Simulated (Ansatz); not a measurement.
**C2H7NSSi: vertical spin-state energies from a Python script**

Which spin state of C2H7NSSi lies lowest at this geometry? The task is vertical spin-state energies, for C2H7NSSi.

Computed with Ansatz 0.2.0 through its Python package. Level of theory: MP2/def2-SVPD.

## 1. The structure

Bond lengths: Si1–N2 1.662 Å, N2–C3 1.433 Å, C3–S4 1.834 Å, N2–C5 1.477 Å, S4–C5 1.882 Å, Si1–H6 1.532 Å, Si1–H7 1.496 Å, Si1–H8 1.423 Å, C3–H9 1.145 Å, C3–H10 1.109 Å, C5–H11 1.106 Å, C5–H12 1.056 Å. Angles (14 of 22 angles, heavy atoms first): Si1–N2–C3 123.4°, Si1–N2–C5 123.9°, C3–N2–C5 96.5°, N2–C3–S4 90.7°, C3–S4–C5 71.5°, N2–C5–S4 87.5°, N2–Si1–H6 108.4°, N2–Si1–H7 107.8°, N2–Si1–H8 110.4°, N2–C3–H9 117.0°, N2–C3–H10 117.6°, S4–C3–H9 113.6°, S4–C3–H10 114.4°, N2–C5–H11 113.2°.

The script holds or builds the structure itself.

## 2. Script

Contents of spin_c2h7nssi.py:

```python
from dataclasses import dataclass
import warnings

import ansatz as az
from ase import Atoms


@dataclass
class Options:
    basis_set: str = "def2-SVPD"
    method: str = "mp2"


settings = Options()

warnings.simplefilter("ignore", az.DeckWarning)

atoms = Atoms(["Si", "N", "C", "S", "C", "H", "H", "H", "H", "H", "H", "H"], positions=[
    (-1.3208, 0.2437, 0.8416),
    (-0.0735, 0.2636, -0.256),
    (1.2818, 0.5665, 0.0961),
    (1.8566, 0.0253, -1.559),
    (0.2381, -0.8538, -1.1707),
    (-1.4095, 1.6254, 1.4969),
    (-2.5928, 0.0278, 0.0849),
    (-1.103, -0.7631, 1.8232),
    (1.74, -0.0303, 0.9586),
    (1.5244, 1.6202, 0.3445),
    (0.3709, -1.8204, -0.6492),
    (-0.4352, -0.9602, -1.9769),
])
c2h7nssi = az.Crystal.molecule_from_ase(atoms)

calc = c2h7nssi.calculation().basis(gaussian=settings.basis_set).correlation(settings.method)
found = {}
for unpaired in [0, 2]:
    report = calc.spin("collinear", total=unpaired).run().report
    s = unpaired / 2
    found[unpaired] = report["free_energy_ev"]
    print(f"2S+1 = {unpaired + 1}: E = {found[unpaired]:.5f} eV, <S^2> = {abs(report['mean_field']['state']['spin_squared']):.3f} (pure state {s * (s + 1):.2f})")
lowest = min(found, key=found.get)
for unpaired, e in found.items():
    print(f"multiplicity {unpaired + 1}: {96.485332 * (e - found[lowest]):.1f} kJ/mol above the lowest")
```

## 3. The input behind the calls

The package turns the script's settings into the engine's input (first run):

```yaml
crystal:
  periodic: [false, false, false]
  atoms:
    - { symbol: Si, position_ang: [-1.3208, 0.2437, 0.8416] }
    - { symbol: "N", position_ang: [-0.0735, 0.2636, -0.256] }
    - { symbol: C, position_ang: [1.2818, 0.5665, 0.0961] }
    - { symbol: S, position_ang: [1.8566, 0.0253, -1.559] }
    - { symbol: C, position_ang: [0.2381, -0.8538, -1.1707] }
    - { symbol: H, position_ang: [-1.4095, 1.6254, 1.4969] }
    - { symbol: H, position_ang: [-2.5928, 0.0278, 0.0849] }
    - { symbol: H, position_ang: [-1.103, -0.7631, 1.8232] }
    - { symbol: H, position_ang: [1.74, -0.0303, 0.9586] }
    - { symbol: H, position_ang: [1.5244, 1.6202, 0.3445] }
    - { symbol: H, position_ang: [0.3709, -1.8204, -0.6492] }
    - { symbol: H, position_ang: [-0.4352, -0.9602, -1.9769] }
basis:
  gaussian:
    orbitals: def2-SVPD
magnetization:
  spin_polarized: true
  initial_magnetization: 0.0
correlation:
  method: mp2
```

## 4. Launch

The run is started by

```bash
> python spin_c2h7nssi.py
```

**Question.** Which spin state is lowest at this geometry, and how far above lie the others?

As calculated:

| quantity | value |
| --- | --- |
| runs compared | 2 |
| lowest | run 1 (2S+1 = 1) |
| next above it by | 4.078 eV |

**Reading.** In order: multiplicity 1 (+0.00 eV) and multiplicity 3 (+4.08 eV), all at the one geometry. The geometry is a force-field or estimated start, not a minimum of this method, and the basis set is short of its limit. All parts are taken at fixed geometry, without zero-point energy.
